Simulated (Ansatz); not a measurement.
Zr3S2:

```
Zr S
1.0
     2.90254    1.67578    3.48777
    -2.90254    1.67578    3.48777
     0.00000   -3.35156    3.48777
Zr S
3 2
Cartesian
  0.9832 1.7029 5.2317
  0.9832 -1.7029 5.2317
  -1.9663 0.0000 5.2317
  0.0000 0.0000 6.9583
  0.0000 0.0000 3.5050
```

The cell comes from a database or a generator and needn't be the stable form of this composition.

Base run:

| Property | Result |
| --- | --- |
| Program | Ansatz 0.2.0 |
| Functional | r2SCAN |
| Potentials or basis | Ansatz PAW |
| Cutoff | 500 eV (not typed: the program's choice for these potentials) |
| k mesh | 6 × 6 × 6 |
| Occupations | fermi-dirac, width 0.05 eV |
| Spin | no spin polarisation |
| Hubbard terms | Zr d U = 2 eV |

Its results: band gap on the k mesh none (metal or under the smearing width); pressure 1.4 GPa; largest force 0.116 eV/Å.

**Question.** The run is repeated on the same cell with these changes: hubbard terms from Zr d U = 2 eV to none; hubbard projectors from ortho-atomic (the default) to none. What comes out?

**Answer.** Band gap on the k mesh none (metal or under the smearing width); pressure -0.8 GPa; largest force 0.077 eV/Å.

Caveats: the PAW data sets come from PBE, with cores solved anew for the run's functional, which leaves a small shift of forces and pressure; the density of states is complete only up to the lowest level of the last band computed; U without spin polarisation on a metal has little footing (some runs).
